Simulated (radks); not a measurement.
**Ionising dysprosium step by step, Dy⁴⁴⁺ to Dy⁶⁵⁺**

The task here is to estimate one member of a computed series from the others.

The numbers are computed with radks (a radial shooting solver on a logarithmic mesh, Libxc functionals) version 1 (scalar-relativistic Kohn-Sham, LDA (Slater exchange, VWN5 correlation), spin-polarised, spherical densities, finite nucleus; open shells are filled with parallel spins first), except any that are marked as measured or tabulated.

## Starting point

* element: dysprosium (Z = 66)
* charges: 44 to 65
* first configuration: [Ar] 3d4
* last configuration: 1s1

Outer shells as boxes (Hund's rule):

Dy⁴⁴⁺
```
[Ar] core
3d [↑ ][↑ ][↑ ][↑ ][  ]
```

Dy⁶⁵⁺
```
1s [↑ ]
```

The first run:

Settings of this run:

```text
Z 66
configuration [Ar] 3d4
relativity scalar-relativistic
functional lda,vwn5
spin polarised
nucleus finite rms 5.2218 fm
c 137.035999084
```

Steps of the session up to this table: Dy⁴⁴⁺, [Ar] 3d4.

One of the session's tables, all rows but one given; the rest of the session is left out.

It belongs to the step «Dy⁴⁴⁺, [Ar] 3d4». Sizes of the orbitals, from the radial functions (bohr):

| level | <r> | outermost maximum (interpolated) | 90 % within | nodes |
| --- | --- | --- | --- | --- |
| 2p up | 0.07896 | 0.0615 | 0.128 | 0 |
| 2p down | 0.07887 | 0.0615 | 0.128 | 0 |
| 3s up | 0.2225 | 0.209 | 0.324 | 2 |
| 3s down | 0.2230 | 0.209 | 0.325 | 2 |
| 3p up | 0.2185 | 0.203 | 0.324 | 1 |
| 3p down | 0.2190 | 0.204 | 0.325 | 1 |
| 3d up | ? | ? | ? | ? |
| 3d down | 0.1949 | 0.163 | 0.299 | 0 |

Estimate the missing values for 3d up.

As computed: <r>: 0.1943; outermost maximum (interpolated): 0.163; 90 % within: 0.298; nodes: 0. In the column «<r>» it lies between 2p up (0.07896) and 3d down (0.1949).

To keep in mind: Open shells are spherical and high-spin; term and fine-structure splittings are not resolved.
